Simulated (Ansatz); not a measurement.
**Si: further runs on the relaxed cell**

Aim: for Si, fit an equation of state.

The COD entry's cell or inner coordinates are ideal or old and differ from later refinements, so a difference from it is no clean test against experiment.

Program: Ansatz 0.2.0. Level of theory: DFT HSE06, scalar-relativistic, plane waves, PAW. These are calculated values, not measurements.

1 further run of the same task is left out (set aside as unsound or not needed).

## (1) The structure to begin with

The structure is cubic, space group Fd-3m (No. 227). The conventional cell has a = 5.441 Å, b = 5.441 Å, c = 5.441 Å, α = 90.00°, β = 90.00°, γ = 90.00°. Si (site symmetry -43m) has 4 Si at 2.36 Å as nearest neighbours.

As a file:

```cif
data_structure
_symmetry_space_group_name_H-M 'Fd-3m:1'
_symmetry_Int_Tables_number 227
_cell_length_a 5.4407
_cell_length_b 5.4407
_cell_length_c 5.4407
_cell_angle_alpha 90.000
_cell_angle_beta 90.000
_cell_angle_gamma 90.000
_cell_volume 161.05
loop_
_atom_site_label
_atom_site_type_symbol
_atom_site_symmetry_multiplicity
_atom_site_Wyckoff_symbol
_atom_site_fract_x
_atom_site_fract_y
_atom_site_fract_z
_atom_site_occupancy
Si1 Si 8 a 0.25000 0.25000 0.25000 1
```

This cell was relaxed beforehand with the same method: volume 20.13 Å³/atom, gap on the mesh 1.29 eV.

## (2) Volume × 0.97

input.yaml reads:

```yaml
crystal:
  lattice:
    - [0.0, 2.6928655607, 2.6928655607]
    - [2.6928655607, 0.0, 2.6928655607]
    - [2.6928655607, 2.6928655607, 0.0]
  atoms:
    - { symbol: Si, position: [0.75, 0.75, 0.75] }
    - { symbol: Si, position: [0.5, 0.5, 0.5] }
basis:
  ecutwfc: 420
kpoints:
  mp_grid: { grid: [6, 6, 6] }
hamiltonian:
  xc: hse06
scf:
  occupations: { method: gaussian, width: 0.02 }
output:
  forces: true
  stress: true
  eigenvalues: true
  write_density: true
  write_potential: true
  elf: true
  volumetric_format: npy
```

Launch:

```console
$ ansatz run input.yaml --threads 4 --pin off --max-ram 10240MiB --backend cpu --events-out ev --progress --plain --runs-dir out
```

## (3) The cell scaled to 1.03 of its volume

input.yaml reads:

```yaml
crystal:
  lattice:
    - [0.0, 2.7472815461, 2.7472815461]
    - [2.7472815461, 0.0, 2.7472815461]
    - [2.7472815461, 2.7472815461, 0.0]
  atoms:
    - { symbol: Si, position: [0.75, 0.75, 0.75] }
    - { symbol: Si, position: [0.5, 0.5, 0.5] }
basis:
  ecutwfc: 420
kpoints:
  mp_grid: { grid: [6, 6, 6] }
hamiltonian:
  xc: hse06
scf:
  occupations: { method: gaussian, width: 0.02 }
output:
  forces: true
  stress: true
  eigenvalues: true
```

## (4) Volume × 0.94

Changes to input.yaml since step 3:

```diff
@@ -2,5 +2,5 @@
   lattice:
-    - [0.0, 2.7472815461, 2.7472815461]
-    - [2.7472815461, 0.0, 2.7472815461]
-    - [2.7472815461, 2.7472815461, 0.0]
+    - [0.0, 2.6648128378, 2.6648128378]
+    - [2.6648128378, 0.0, 2.6648128378]
+    - [2.6648128378, 2.6648128378, 0.0]
   atoms:
```

## (5) Volume × 1.06

Changes to input.yaml since step 4:

```diff
@@ -2,5 +2,5 @@
   lattice:
-    - [0.0, 2.6648128378, 2.6648128378]
-    - [2.6648128378, 0.0, 2.6648128378]
-    - [2.6648128378, 2.6648128378, 0.0]
+    - [0.0, 2.7736993355, 2.7736993355]
+    - [2.7736993355, 0.0, 2.7736993355]
+    - [2.7736993355, 2.7736993355, 0.0]
   atoms:
```

(Steps that only read results are left out.)

What does the calculation give? Wanted: equilibrium volume of the fit; bulk modulus.

**Answer**, as computed:

| quantity | value |
| --- | --- |
| equilibrium volume of the fit | 20.13 Å³/atom |
| bulk modulus | 98 GPa |
| its pressure derivative | 4.2 |

The fit puts the minimum at 20.13 Å³/atom with B = 98 GPa and B' = 4.2. The gap on the mesh goes from 1.16 eV at the smallest volume to 1.38 eV at the largest.
